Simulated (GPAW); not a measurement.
The system is TaV.

```
Ta V
1.0
     1.60670   -2.30777    0.00000
     1.60670    2.30777    0.00000
     0.00000    0.00000    4.34136
Ta V
1 1
Direct
  0.00000 0.00000 0.00000
  0.50000 0.50000 0.50000
```

The cell comes from a database or a generator and needn't be the stable form of this composition.

Base run:

```yaml
Program: GPAW 26.7.0
Functional: LDA
Potentials_or_basis: the program's PAW data sets (release 1.2.1) made for this functional
Cutoff: 600 eV
Basis: pw
k_mesh: 10 × 10 × 6
Occupations: gaussian, width 0.1 eV
Spin: collinear spin, ferromagnetic start
Starting_moments: "[0.0, 2.0] μB"
```

Its results: band gap on the k mesh none (metal or under the smearing width); pressure -11.8 GPa; net moment 0.00 μB per cell.

Problem. The run is repeated on the same cell with these changes: functional from LDA to RPBE. What comes out?

Solution. Band gap on the k mesh none (metal or under the smearing width); pressure 4.7 GPa; net moment 0.00 μB per cell.

RPBE binds less tightly than LDA, so the same cell stands under more pressure.

Not every run made on this cell is shown here.
